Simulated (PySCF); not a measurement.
# Pb(NH2)2: other functionals and bases at one geometry

Aim: see how levels, charges and forces of Pb(NH2)2 depend on the level of theory. The species was built from a template and needn't be a known compound.

Program: PySCF 2.14.0. Level of theory: several levels, as the steps say, no spin–orbit coupling. These are calculated values, not measurements.

1 further run of the same task is left out (for a known fault of the program).

## 1. The starting structure

7 atoms, charge 0, spin multiplicity 1.

Bond lengths: Pb1–N2 2.139 Å, Pb1–N5 2.139 Å, N2–H3 1.016 Å, N2–H4 1.015 Å, N5–H6 1.016 Å, N5–H7 1.015 Å. Angles: N2–Pb1–N5 93.0°, Pb1–N2–H3 125.0°, Pb1–N2–H4 122.8°, H3–N2–H4 110.6°, Pb1–N5–H6 125.0°, Pb1–N5–H7 122.8°, H6–N5–H7 110.6°.

As a file:

```mol
H4N2Pb
  3D, bonds by distance, orders not assigned

  7  6  0  0  0  0  0  0  0  0999 V2000
    0.0000   -0.0000   -0.1240 Pb  0  0
    1.5347    0.2267    1.3481 N   0  0
    1.3764    0.2946    2.3490 H   0  0
    2.4815    0.5100    1.1170 H   0  0
   -1.5347   -0.2267    1.3481 N   0  0
   -1.3764   -0.2946    2.3490 H   0  0
   -2.4815   -0.5100    1.1170 H   0  0
  1  2  8  0
  1  5  8  0
  2  3  8  0
  2  4  8  0
  5  6  8  0
  5  7  8  0
M  END
```

Formal oxidation states: Pb +2. An earlier session relaxed this geometry at PBE0, Pb def2-SVP with ECP60, N def2-SVP, H def2-SVP (singlet, point group C2).

At PBE0 on the finer grid: E = -304.566552 Eh, HOMO -5.94 eV, LUMO -1.03 eV, Mulliken charge on Pb1 +0.58 e, largest force component 0.009 eV/Å. 

Levels to run: PBE; r2SCAN; PBE0, TZVP. Hardware: 2 threads of Arm Neoverse V1, shared host.

## 2. PBE

Contents of run.py (the lines that set the calculation):

```python
mol = gto.M(atom='''
Pb     0.00000     0.00000    -0.12403
N      1.53474     0.22666     1.34811
H      1.37636     0.29458     2.34903
H      2.48153     0.51000     1.11697
N     -1.53474    -0.22666     1.34811
H     -1.37636    -0.29458     2.34903
H     -2.48153    -0.51000     1.11697''',
    basis={'Pb': 'def2-SVP', 'N': 'def2-SVP', 'H': 'def2-SVP'},
    ecp={'Pb': 'def2-SVP'},
    charge=0, spin=0)
mf = dft.RKS(mol, xc='PBE')
mf.grids.atom_grid = (75, 302)
mf = mf.density_fit()  # fitting sets: Pb def2-universal-JKFIT, N def2-universal-JKFIT, H def2-universal-JKFIT
mf.conv_tol = 1e-08; mf.max_cycle = 55
mf.kernel(dm0)  # dm0: the density of the relaxed state
```

Launch:

```sh
$ OMP_NUM_THREADS=2 python run.py
```

What it wrote:

```text
init E= -304.592735419732
  HOMO = -0.163086068465415  LUMO = -0.0600898816828295  gap/eV = 2.80267
cycle= 1 E= -304.594444514449  delta_E= -0.00171  |g|= 0.0599  |ddm|= 0.255
  HOMO = -0.185502505284964  LUMO = -0.0588988848346226  gap/eV = 3.44506
cycle= 2 E= -304.586191737941  delta_E= 0.00825  |g|= 0.183  |ddm|= 0.257
  HOMO = -0.170857527315492  LUMO = -0.0584487588643228  gap/eV = 3.05880
cycle= 3 E= -304.595735026818  delta_E= -0.00954  |g|= 0.0152  |ddm|= 0.16
  HOMO = -0.170112924337339  LUMO = -0.0597297249159467  gap/eV = 3.00368
cycle= 4 E= -304.5958405617  delta_E= -0.000106  |g|= 0.00252  |ddm|= 0.0263
  HOMO = -0.169810345891708  LUMO = -0.0595189978632789  gap/eV = 3.00118
cycle= 5 E= -304.595842067805  delta_E= -1.51e-06  |g|= 0.000257  |ddm|= 0.00405
  HOMO = -0.169803740953753  LUMO = -0.0595230200296832  gap/eV = 3.00089
cycle= 6 E= -304.595842082311  delta_E= -1.45e-08  |g|= 8.87e-05  |ddm|= 0.000509
  HOMO = -0.169801988347686  LUMO = -0.0595216056640933  gap/eV = 3.00088
cycle= 7 E= -304.595842082946  delta_E= -6.34e-10  |g|= 7.6e-05  |ddm|= 0.000153
  HOMO = -0.169803427890631  LUMO = -0.0595193430358414  gap/eV = 3.00098
Extra cycle  E= -304.59584206367  delta_E= 1.93e-08  |g|= 0.000274  |ddm|= 0.000335
converged SCF energy = -304.59584206367
```

It took 7.7 s on 2 threads of Arm Neoverse V1, shared host.

It gives: E = -304.595842 Eh, HOMO -4.62 eV, LUMO -1.62 eV, Mulliken charge on Pb1 +0.46 e, largest force component 0.604 eV/Å. 

## 3. r2SCAN

run.py (the lines that set the calculation): that of step 2 with these lines changed.

```diff
@@ -11,3 +11,3 @@
     charge=0, spin=0)
-mf = dft.RKS(mol, xc='PBE')
+mf = dft.RKS(mol, xc='R2SCAN')
 mf.grids.atom_grid = (75, 302)
```

Launch:

```sh
$ OMP_NUM_THREADS=2 python run.py
```

What it wrote:

```text
init E= -304.723918252839
  HOMO = -0.178329949177549  LUMO = -0.0582180243861536  gap/eV = 3.26841
cycle= 1 E= -304.724647532579  delta_E= -0.000729  |g|= 0.0234  |ddm|= 0.123
  HOMO = -0.185884015656784  LUMO = -0.0566147241587931  gap/eV = 3.51760
cycle= 2 E= -304.723751730796  delta_E= 0.000896  |g|= 0.0612  |ddm|= 0.0991
  HOMO = -0.180460179073012  LUMO = -0.0566025462217699  gap/eV = 3.37034
cycle= 3 E= -304.724853866342  delta_E= -0.0011  |g|= 0.00444  |ddm|= 0.057
  HOMO = -0.180367959641174  LUMO = -0.0571624829710657  gap/eV = 3.35259
cycle= 4 E= -304.724863180822  delta_E= -9.31e-06  |g|= 0.000683  |ddm|= 0.00907
  HOMO = -0.180268333608865  LUMO = -0.0570903322426339  gap/eV = 3.35184
cycle= 5 E= -304.724863286035  delta_E= -1.05e-07  |g|= 0.000106  |ddm|= 0.00118
  HOMO = -0.180273273683063  LUMO = -0.0570901533933093  gap/eV = 3.35198
cycle= 6 E= -304.724863288686  delta_E= -2.65e-09  |g|= 6.35e-05  |ddm|= 0.000231
  HOMO = -0.180275120356884  LUMO = -0.0570877507766401  gap/eV = 3.35210
Extra cycle  E= -304.724863280233  delta_E= 8.45e-09  |g|= 0.000185  |ddm|= 0.00024
converged SCF energy = -304.724863280233
```

Run time: 11 s. Hardware: 2 threads of Arm Neoverse V1, shared host.

Result: E = -304.724863 Eh, HOMO -4.91 eV, LUMO -1.55 eV, Mulliken charge on Pb1 +0.55 e, largest force component 0.247 eV/Å. 

## 4. PBE0, TZVP

Basis: Pb def2-TZVP with ECP60, N def2-TZVP, H def2-TZVP. 

run.py (the lines that set the calculation): that of step 3 with these lines changed.

```diff
@@ -8,6 +8,6 @@
 H     -2.48153    -0.51000     1.11697''',
-    basis={'Pb': 'def2-SVP', 'N': 'def2-SVP', 'H': 'def2-SVP'},
-    ecp={'Pb': 'def2-SVP'},
+    basis={'Pb': 'def2-TZVP', 'N': 'def2-TZVP', 'H': 'def2-TZVP'},
+    ecp={'Pb': 'def2-TZVP'},
     charge=0, spin=0)
-mf = dft.RKS(mol, xc='R2SCAN')
+mf = dft.RKS(mol, xc='PBE0')
 mf.grids.atom_grid = (75, 302)
@@ -15,2 +15,2 @@
 mf.conv_tol = 1e-08; mf.max_cycle = 55
-mf.kernel(dm0)  # dm0: the density of the relaxed state
+mf.kernel(dm0)  # dm0: free metal ions and neutral atoms
```

Launch:

```sh
$ OMP_NUM_THREADS=2 python run.py
```

What it wrote:

```text
init E= -310.879813350639
  HOMO = -0.0255720523960183  LUMO = -0.0154902465852349  gap/eV = 0.27434
cycle= 1 E= -300.828742298571  delta_E= 10.1  |g|= 3.33  |ddm|= 3.83
  HOMO = -0.414277497477188  LUMO = -0.401910128488897  gap/eV = 0.33653
cycle= 2 E= -288.246107930031  delta_E= 12.6  |g|= 7.89  |ddm|= 7.43
  HOMO = -0.380774833565662  LUMO = -0.13772625559353  gap/eV = 6.61369
cycle= 3 E= -303.359290392378  delta_E= -15.1  |g|= 2.49  |ddm|= 6.68
  HOMO = -0.197292936626672  LUMO = -0.0217331059819301  gap/eV = 4.77723
cycle= 4 E= -304.532817369294  delta_E= -1.17  |g|= 0.77  |ddm|= 2.56
  HOMO = -0.235807110650207  LUMO = -0.0578421811228029  gap/eV = 4.84267
cycle= 5 E= -304.707325644928  delta_E= -0.175  |g|= 0.177  |ddm|= 1.66
  HOMO = -0.224226529111633  LUMO = -0.0489071253598503  gap/eV = 4.77068
cycle= 6 E= -304.716116915907  delta_E= -0.00879  |g|= 0.0458  |ddm|= 0.335
  HOMO = -0.226406759155598  LUMO = -0.0469752164820854  gap/eV = 4.88258
cycle= 7 E= -304.716457596989  delta_E= -0.000341  |g|= 0.0186  |ddm|= 0.0415
  HOMO = -0.228073413265841  LUMO = -0.046849103295564  gap/eV = 4.93136
cycle= 8 E= -304.716532788021  delta_E= -7.52e-05  |g|= 0.00344  |ddm|= 0.0144
  HOMO = -0.228244057855429  LUMO = -0.0466958170576177  gap/eV = 4.94018
cycle= 9 E= -304.716534777899  delta_E= -1.99e-06  |g|= 0.000967  |ddm|= 0.00328
  HOMO = -0.22834987121572  LUMO = -0.0467564761674346  gap/eV = 4.94141
cycle= 10 E= -304.716534999035  delta_E= -2.21e-07  |g|= 0.000136  |ddm|= 0.00102
  HOMO = -0.228352765398309  LUMO = -0.0467440017336198  gap/eV = 4.94183
cycle= 11 E= -304.716535004162  delta_E= -5.13e-09  |g|= 1.82e-05  |ddm|= 0.000184
  HOMO = -0.228352317063964  LUMO = -0.0467414482921491  gap/eV = 4.94188
Extra cycle  E= -304.716535004248  delta_E= -8.55e-11  |g|= 1.09e-05  |ddm|= 3.89e-05
converged SCF energy = -304.716535004248
```

Wall time 21 s (2 threads of Arm Neoverse V1, shared host).

Result: E = -304.716535 Eh, HOMO -6.21 eV, LUMO -1.27 eV, Mulliken charge on Pb1 +0.80 e, largest force component 0.445 eV/Å. 

## 5. All levels side by side

| level | state | HOMO (eV) | gap (eV) | charge on Pb1 (e) | dipole (D) | largest force (eV/Å) | basis functions | time |
| --- | --- | --- | --- | --- | --- | --- | --- | --- |
| PBE0 (relaxed here) | singlet | -5.94 | 4.92 | 0.58 | 0.23 | 0.01 | 74 | 26 s |
| PBE | singlet | -4.62 | 3.00 | 0.46 | 0.14 | 0.60 | 74 | 7.7 s |
| r2SCAN | singlet | -4.91 | 3.35 | 0.55 | 0.03 | 0.25 | 74 | 11 s |
| PBE0, TZVP | singlet | -6.21 | 4.94 | 0.80 | 0.71 | 0.44 | 136 | 21 s |

Times are on 2 threads of Arm Neoverse V1, shared host; the first row also made further properties.

In one basis the HOMO–LUMO gap runs from 3.00 eV (PBE) to 4.92 eV (PBE0). The largest leftover force, 0.60 eV/Å with PBE, stands at a geometry relaxed at another level. The Mulliken charge on Pb spans +0.46 to +0.80 e over the levels. Total energies of different levels can't be compared. Spin–orbit coupling is left out throughout.
